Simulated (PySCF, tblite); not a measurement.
**C₇H₁₁O₂P: geometry, infrared bands and NMR shifts**

What infrared bands and NMR shifts should C₇H₁₁O₂P (`CC#CP1(=O)CCOCC1`) show?

The runs use tblite 0.8.0 and PySCF 2.14.0, with density-fitted response routines of our own; the level of theory stands in each step. All values are computed, except where a source is named. Atoms are numbered from 0 throughout.

**1. The starting structure**

21 atoms, charge 0, multiplicity 1; geometry from: force field or distance geometry start.

Bonds of the start (Å): C0–C1 1.47, C1–C2 1.19, C2–P3 1.81, P3–O4 1.50, P3–C5 1.77, C5–C6 1.52, C6–O7 1.43, O7–C8 1.43, C8–C9 1.51, C9–P3 1.79, C0–H10 1.09, C0–H11 1.08, C0–H12 1.11, C5–H13 1.09, C5–H14 1.10, C6–H15 1.10, C6–H16 1.09, C8–H17 1.10, C8–H18 1.10, C9–H19 1.09, C9–H20 1.09.

**2. Optimising the geometry with GFN2-xTB**

What the job is given:

```
{"job": {"kind": "relax", "xc": "GFN2-xTB", "basis": "xTB"}, "charge": 0, "multiplicity": 1}
C      3.461100     0.913200     1.129700
C      2.300700     0.252800     0.505000
C      1.382000    -0.314600     0.007300
P     -0.032200    -1.140700    -0.770600
O      0.575700    -2.361000    -1.393500
C     -0.822200    -0.004500    -1.866500
C     -1.501300     1.092500    -1.070900
O     -2.448100     0.530000    -0.156100
C     -1.855500    -0.157800     0.950800
C     -1.241300    -1.462200     0.503100
H      3.650900     1.871800     0.639300
H      4.348000     0.294700     1.052300
H      3.261300     1.110800     2.201300
H     -1.562100    -0.553900    -2.447300
H     -0.099500     0.434000    -2.564000
H     -0.786100     1.705200    -0.502000
H     -2.047700     1.753800    -1.743600
H     -2.657900    -0.364300     1.672600
H     -1.130800     0.503400     1.443300
H     -2.008500    -2.103900     0.078200
H     -0.795200    -1.982200     1.351900
```

The run is started by

```bash
$ OMP_NUM_THREADS=1 python probes_run.py task.json out
```

This one command runs all jobs of the session in turn.

**Question.** This job is followed by: GFN2-xTB harmonic vibrations, gas phase; GIAO PBE0/pcSseg-1 NMR shielding, non-relativistic, gas phase. Predict these results of the whole session: strongest single infrared mode (GFN2-xTB); zero-point energy (GFN2-xTB); ¹³C shifts against TMS (PBE0/pcSseg-1, means over atoms taken as alike); ¹H shifts against TMS (PBE0/pcSseg-1, means over atoms taken as alike); ³¹P shifts against H3PO4 (PBE0/pcSseg-1); ¹⁷O shifts against H2O (PBE0/pcSseg-1); surface potential, 1st and 99th percentile.

The runs gave:

| quantity | value |
| --- | --- |
| strongest single infrared mode (GFN2-xTB) | 1276 cm⁻¹, 236 km/mol |
| zero-point energy (GFN2-xTB) | 103.7 kcal/mol |
| ¹³C shifts against TMS (PBE0/pcSseg-1, means over atoms taken as alike) | 109.5, 81.6, 69.7, 38.5, 5.3 ppm |
| ¹H shifts against TMS (PBE0/pcSseg-1, means over atoms taken as alike) | 4.33, 3.55, 2.17, 2.04, 1.77 ppm |
| ³¹P shifts against H3PO4 (PBE0/pcSseg-1) | -21.4 ppm |
| ¹⁷O shifts against H2O (PBE0/pcSseg-1) | 115.7, 53.7 ppm |
| surface potential, 1st and 99th percentile | -2.38 V and 1.22 V |

Over 70 steps the energy fell by 0.367 eV; of the close pairs, P3–C5 changed most, 1.765 to 1.835 Å. The lowest mode is slightly imaginary (12i cm⁻¹), a soft motion within the noise of the Hessian, so the minimum is not strictly shown. The strongest single mode, at 1276 cm⁻¹, is spread over many atoms; the largest shares are those of O4, P3. Unscaled tight-binding wavenumbers are off by several per cent, some by more. Its intensities can rank the bands wrongly.
